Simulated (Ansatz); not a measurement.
## LuTlS2, space group R-3m: a phonon calculation by linear response

Run with Ansatz 0.2.0 through its Python package.

`dfpt_lutls2.py`:
```python
"""Zone-centre and zone-boundary phonons of LuTlS2 by linear response."""

from pathlib import Path

import ansatz as az
import numpy as np

vectors = np.array([
    [1.959967, 1.131587, 7.501577],
    [-1.959967, 1.131587, 7.501577],
    [0.0, -2.263174, 7.501577],
])
structure = (
    az.Lattice.of(vectors)
    .atom("Lu", (0.0, 0.0, 0.0))
    .atom("Tl", (0.5, 0.5, 0.5))
    .atom("S", (0.731134, 0.731134, 0.731134))
    .atom("S", (0.268866, 0.268866, 0.268866))
)

job = (
    structure.calculation()
    .functional("LDA")
    .pseudopotentials("paw")
    .basis(550)
    .occupations("fixed")
    .kpoints(6, 6, 6)
    .phonons("dfpt")
)
done = job.run(threads=1, backend="cpu", runs_dir="runs")
ph = done.phonons

print("Gamma modes (1/cm):", " ".join(f"{w:.1f}" for w in ph.gamma_omega_inv_cm))
print("in meV:", " ".join(f"{w * 0.1239842:.2f}" for w in ph.gamma_omega_inv_cm))
```

```console
$ python dfpt_lutls2.py
Gamma modes (1/cm): 0.0 0.0 0.0 34.7 34.7 49.7 158.7 158.7 199.6 208.5 208.5 263.6
in meV: 0.00 0.00 0.00 4.30 4.30 6.17 19.67 19.67 24.75 25.85 25.85 32.68
```

The cell isn't relaxed first, so the values belong to this volume. Spin-orbit coupling, which matters for elements this heavy, is left out. No non-analytic term is added, so at the zone centre the longitudinal optical modes of a polar crystal aren't split off. This cell is a computed structure, which may not be the phase found in nature. The structure is taken as given; imaginary modes can come from an unrelaxed or unstable start. Hardware and time: 6 min on 1 thread of Arm Neoverse V2 (shared host), peak memory 1.4 GiB.
